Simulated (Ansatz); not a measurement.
# H₈InNSi: up Jacob's ladder to CCSD(T)

The task here is to estimate one member of a computed series from the others.

Program: Ansatz 0.2.0, Gaussian basis. Level of theory: functionals in def2-TZVPP, the program's frozen cores in correlated methods. These are calculated values, not measurements.

Levels to be run: LDA (SPW92), PBE-D4, revPBE-D4, BLYP-D4, r2SCAN-D4, B97M-V, PBE0-D4, B3LYP-D4, r2SCANh-D4, r2SCAN0-D4, HSE06-D4, BHLYP-D4, CAM-B3LYP-D4, LC-ωPBE, ωB97X-V, ωB97M-V, B2PLYP, PBE-QIDH; CCSD(T)/def2-SVP; CCSD(T)/def2-TZVPP; MP2/def2-QZVPP; extrapolation to the limit; RPA on PBE.

1 further run of the same task is left out (for a known fault of the program).

### The relaxed structure

An earlier PBE0-D4 in a triple-zeta def2 set relaxation fixed the geometry. In takes the def2 core potential; no spin-orbit term is included.

11 atoms, charge 0, spin multiplicity 1.

Atoms are counted from 1 here; the program's logs count them from 0.

Bond lengths: Si1–N2 1.770 Å, Si1–H4 1.487 Å, Si1–H5 1.479 Å, Si1–H6 1.479 Å, N2–In3 2.434 Å, N2–H7 1.014 Å, N2–H8 1.014 Å, In3–H9 1.734 Å, In3–H10 1.734 Å, In3–H11 1.735 Å. Angles: N2–Si1–H4 111.5°, N2–Si1–H5 106.8°, N2–Si1–H6 106.8°, H4–Si1–H5 109.9°, H4–Si1–H6 109.9°, H5–Si1–H6 112.1°, Si1–N2–In3 113.7°, Si1–N2–H7 113.9°, Si1–N2–H8 113.9°, In3–N2–H7 103.4°, In3–N2–H8 103.5°, H7–N2–H8 107.2°, N2–In3–H9 96.2°, N2–In3–H10 96.2°, N2–In3–H11 94.8°, H9–In3–H10 119.0°, H9–In3–H11 119.0°, H10–In3–H11 119.0°.

Set-up of the first run:

in.yaml

```yaml
crystal:
  periodic: [false, false, false]
  atoms:
    - {symbol: Si, position_ang: [-1.099102, 1.067253, -0.575833]}
    - {symbol: N, position_ang: [-0.629729, -0.552249, -0.038594]}
    - {symbol: In, position_ang: [1.697986, -0.718078, 0.653300]}
    - {symbol: H, position_ang: [-2.528870, 1.113720, -0.981657]}
    - {symbol: H, position_ang: [-0.237768, 1.399476, -1.731148]}
    - {symbol: H, position_ang: [-0.871328, 1.978154, 0.566747]}
    - {symbol: H, position_ang: [-1.140880, -0.880875, 0.773549]}
    - {symbol: H, position_ang: [-0.714351, -1.264570, -0.755722]}
    - {symbol: H, position_ang: [1.594982, 0.443289, 1.937021]}
    - {symbol: H, position_ang: [2.380491, -0.235002, -0.865959]}
    - {symbol: H, position_ang: [1.613970, -2.408120, 1.038797]}
basis:
  gaussian: {orbitals: def2-TZVPP}
hamiltonian: {xc: lda}
output: {orbitals: {seedname: orbitals}}
```

Started as:

```console
> ansatz run in.yaml --threads 4 --pin off --events-out ev --progress --plain --max-ram 10444MiB
```

Steps of the session up to this table: LDA; PBE-D4 (GGA); revPBE-D4 (GGA); BLYP-D4 (GGA); r2SCAN-D4 (meta-GGA); B97M-V (meta-GGA); PBE0-D4 (hybrid); B3LYP-D4 (hybrid); r2SCANh-D4 (hybrid); r2SCAN0-D4 (hybrid); HSE06-D4 (hybrid); BHLYP-D4 (hybrid); CAM-B3LYP-D4 (range-separated); LC-ωPBE (range-separated); ωB97X-V (range-separated); ωB97M-V (range-separated); B2PLYP (double hybrid); PBE-QIDH (double hybrid).

One of the session's tables, all rows but one given; the rest of the session is left out.

It belongs to the step «Orbital energies across the functionals». 

```
  functional  HOMO (eV)  gap (eV)
 LDA (SPW92)      -6.32      4.49
      PBE-D4      -6.24      4.62
   revPBE-D4      -6.20      4.68
     BLYP-D4      -6.14      4.61
   r2SCAN-D4      -6.53      5.35
      B97M-V      -6.64      5.11
     PBE0-D4      -7.41      6.58
    B3LYP-D4      -7.23      6.16
  r2SCANh-D4          ?         ?
  r2SCAN0-D4      -7.61      7.04
    HSE06-D4      -7.01      5.82
    BHLYP-D4      -8.52      8.39
CAM-B3LYP-D4      -8.78      8.78
     LC-ωPBE     -10.13     11.25
     ωB97X-V      -9.80     10.76
     ωB97M-V      -9.63     10.21
```

Estimate the missing values for r2SCANh-D4.

Worked estimate for «HOMO (eV)». Against the share of exact exchange, r2SCAN-D4 (0, -6.53), r2SCAN0-D4 (0.25, -7.61) give a slope of -4.32 per unit share; at 0.1 the line stands at -6.96.

As computed: HOMO (eV): -6.96; gap (eV): 6.03. In «HOMO (eV)» the line misses by 0.00.
